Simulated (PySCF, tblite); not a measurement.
# C₆H₁₃NSSi: geometry, infrared bands and NMR shifts

Wanted: the infrared bands and NMR shifts of C₆H₁₃NSSi (`C=C(C)C1(N[SiH2]S)CC1`), by calculation.

Computed with tblite 0.8.0 and PySCF 2.14.0, with density-fitted response routines of our own, on a single molecule in the gas phase. Atoms are numbered from 0 throughout.

**1. Starting geometry**

22 atoms, charge 0, multiplicity 1; geometry from: force field or distance geometry start.

Bonds of the start (Å): C0–C1 1.33, C1–C2 1.47, C1–C3 1.52, C3–N4 1.41, N4–Si5 1.72, Si5–S6 2.16, C3–C7 1.51, C7–C8 1.51, C8–C3 1.51, C0–H9 1.11, C0–H10 1.08, C2–H11 1.12, C2–H12 1.11, C2–H13 1.12, N4–H14 1.03, Si5–H15 1.47, Si5–H16 1.48, S6–H17 1.41, C7–H18 1.11, C7–H19 1.11, C8–H20 1.12, C8–H21 1.09.

**2. Relaxing the molecule with GFN2-xTB**

The job: settings as JSON, then the geometry in Å.

```
{"job": {"kind": "relax", "xc": "GFN2-xTB", "basis": "xTB"}, "charge": 0, "multiplicity": 1}
C     -2.021900     0.338800    -1.369000
C     -1.515300     0.430700    -0.138400
C     -2.179300     1.142100     0.969100
C     -0.181500    -0.264700     0.044200
N      0.891400     0.583800    -0.276900
Si     2.519600     0.036100    -0.168900
S      3.737400     1.719600     0.425400
C     -0.068300    -1.370300     1.064700
C     -0.244700    -1.704900    -0.398400
H     -3.002300     0.830900    -1.554400
H     -1.503400    -0.200200    -2.152500
H     -3.000500     1.752300     0.502200
H     -1.531400     1.811700     1.567100
H     -2.612700     0.361700     1.639700
H      0.688000     1.536600    -0.603100
H      2.801100    -1.046900     0.787700
H      3.100400    -0.403300    -1.459300
H      4.766400     1.918900    -0.514600
H      0.948000    -1.538700     1.471400
H     -0.938800    -1.648100     1.698900
H     -1.267900    -2.072300    -0.671700
H      0.605200    -2.194200    -0.864300
```

Started as:

```sh
OMP_NUM_THREADS=1 python probes_run.py task.json out
```

The driver reads the jobs from task.json and runs them one after another.

**Question.** This job is followed by: GFN2-xTB harmonic vibrations, gas phase; GIAO PBE0/pcSseg-1 NMR shielding, non-relativistic, gas phase. What will the session give for the following? strongest single infrared mode (GFN2-xTB); zero-point energy (GFN2-xTB); 13C shifts against TMS (PBE0/pcSseg-1, means over atoms taken as alike); 1H shifts against TMS (PBE0/pcSseg-1, means over atoms taken as alike); 15N shifts against NH3 (PBE0/pcSseg-1); 29Si shifts against TMS (PBE0/pcSseg-1); 33S shifts against CS2 (PBE0/pcSseg-1).

The runs gave:

| quantity | value |
| --- | --- |
| strongest single infrared mode (GFN2-xTB) | 751 cm⁻¹, 378 km/mol |
| zero-point energy (GFN2-xTB) | 107.6 kcal/mol |
| 13C shifts against TMS (PBE0/pcSseg-1, means over atoms taken as alike) | 157.4, 121.5, 42.6, 22.5, 14.9 ppm |
| 1H shifts against TMS (PBE0/pcSseg-1, means over atoms taken as alike) | 5.44, 5.43, 5.32, 1.96, 0.83, 0.69, 0.69, -0.47 ppm |
| 15N shifts against NH3 (PBE0/pcSseg-1) | 40.1 ppm |
| 29Si shifts against TMS (PBE0/pcSseg-1) | -37.5 ppm |
| 33S shifts against CS2 (PBE0/pcSseg-1) | -274 ppm |

In words: Over 163 steps the energy fell by 0.763 eV; of the close pairs, S6–H17 changed most, 1.408 to 1.321 Å. No mode is imaginary among the 60: a minimum at this level. The strongest single mode, at 751 cm⁻¹, moves mainly H15 and H16. Unscaled tight-binding wavenumbers are off by several per cent, some by more. Its intensities can rank the bands wrongly. The most deshielded carbon is C1 (fully substituted alkene carbon), at 157.4 ppm: the olefinic region. At PBE0/pcSseg-1: The widest tensor belongs to S6: span 303 ppm, with a paramagnetic part of -280 ppm.
